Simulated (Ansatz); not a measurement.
**GaP₂H₅: a ladder of functionals and wavefunction methods**

One table from this session's results is given with a row withheld; the runs are named, their logs left out.

Program: Ansatz 0.2.0, Gaussian basis. Level of theory: functionals in def2-TZVPP, the program's frozen cores in correlated methods. These are calculated values, not measurements.

Plan: LDA (SPW92), PBE-D4, revPBE-D4, BLYP-D4, r2SCAN-D4, B97M-V, PBE0-D4, B3LYP-D4, r2SCANh-D4, r2SCAN0-D4, HSE06-D4, BHLYP-D4, CAM-B3LYP-D4, LC-ωPBE, ωB97X-V, ωB97M-V, B2PLYP, PBE-QIDH; CCSD(T)/def2-SVP; CCSD(T)/def2-TZVPP; MP2/def2-QZVPP; extrapolation to the limit; RPA on PBE.

### Structure used throughout

An earlier PBE0-D4 in a triple-zeta def2 set relaxation fixed the geometry.

8 atoms, charge 0, spin multiplicity 1.

Atoms are counted from 1 here; the program's logs count them from 0.

Bond lengths: P1–P2 2.236 Å, P1–H4 1.410 Å, P1–H5 1.411 Å, P2–Ga3 2.360 Å, P2–H6 1.422 Å, Ga3–H7 1.564 Å, Ga3–H8 1.561 Å. Angles: P2–P1–H4 102.7°, P2–P1–H5 101.2°, H4–P1–H5 99.1°, P1–P2–Ga3 68.0°, P1–P2–H6 90.7°, Ga3–P2–H6 92.0°, P2–Ga3–H7 114.8°, P2–Ga3–H8 119.1°, H7–Ga3–H8 126.1°.

Set-up of the first run:

Contents of in.yaml:

```yaml
crystal:
  periodic: [false, false, false]
  atoms:
    - {symbol: P, position_ang: [-0.729543, 0.271759, -0.929538]}
    - {symbol: P, position_ang: [0.486656, 1.285627, 0.649359]}
    - {symbol: Ga, position_ang: [0.961684, -1.021702, 0.514780]}
    - {symbol: H, position_ang: [-2.026310, 0.772094, -0.690246]}
    - {symbol: H, position_ang: [-0.400388, 1.041232, -2.065874]}
    - {symbol: H, position_ang: [-0.543337, 1.067390, 1.605885]}
    - {symbol: H, position_ang: [2.064757, -1.405023, -0.525316]}
    - {symbol: H, position_ang: [0.186491, -2.011378, 1.440942]}
basis:
  gaussian: {orbitals: def2-TZVPP}
hamiltonian: {xc: lda}
output: {orbitals: {seedname: orbitals}}
```

Started as:

```
$ ansatz run in.yaml --threads 2 --pin off --events-out ev --progress --plain --max-ram 4352MiB
```

Among the steps run: LDA; PBE-D4 (GGA); revPBE-D4 (GGA); BLYP-D4 (GGA); r2SCAN-D4 (meta-GGA); B97M-V (meta-GGA); B3LYP-D4 (hybrid); r2SCANh-D4 (hybrid); r2SCAN0-D4 (hybrid); HSE06-D4 (hybrid); BHLYP-D4 (hybrid); CAM-B3LYP-D4 (range-separated); LC-ωPBE (range-separated); ωB97X-V (range-separated); ωB97M-V (range-separated); B2PLYP (double hybrid); PBE-QIDH (double hybrid).

One of the session's tables, all rows but one given; the rest of the session is left out.

It belongs to the step «Orbital energies across the functionals». 

| functional | HOMO (eV) | gap (eV) |
| --- | --- | --- |
| LDA (SPW92) | -5.86 | 3.91 |
| PBE-D4 | -5.75 | 4.01 |
| revPBE-D4 | -5.71 | 4.06 |
| BLYP-D4 | -5.58 | 3.95 |
| r2SCAN-D4 | -5.96 | 4.48 |
| B97M-V | -6.04 | 4.41 |
| PBE0-D4 | -6.74 | 5.80 |
| B3LYP-D4 | -6.53 | 5.37 |
| r2SCANh-D4 | -6.33 | 5.13 |
| r2SCAN0-D4 | ? | ? |
| HSE06-D4 | -6.35 | 5.05 |
| BHLYP-D4 | -7.59 | 7.47 |
| CAM-B3LYP-D4 | -7.92 | 7.92 |
| LC-ωPBE | -9.19 | 10.30 |
| ωB97X-V | -8.88 | 9.88 |
| ωB97M-V | -8.72 | 9.47 |

**Question.** Estimate the row for r2SCAN0-D4.

Worked estimate for «HOMO (eV)». Against the share of exact exchange, r2SCAN-D4 (0, -5.96), r2SCANh-D4 (0.1, -6.33) give a slope of -3.70 per unit share; at 0.25 the line stands at -6.88.

The run gave: HOMO (eV): -6.88; gap (eV): 6.10. In «HOMO (eV)» the line misses by 0.00.
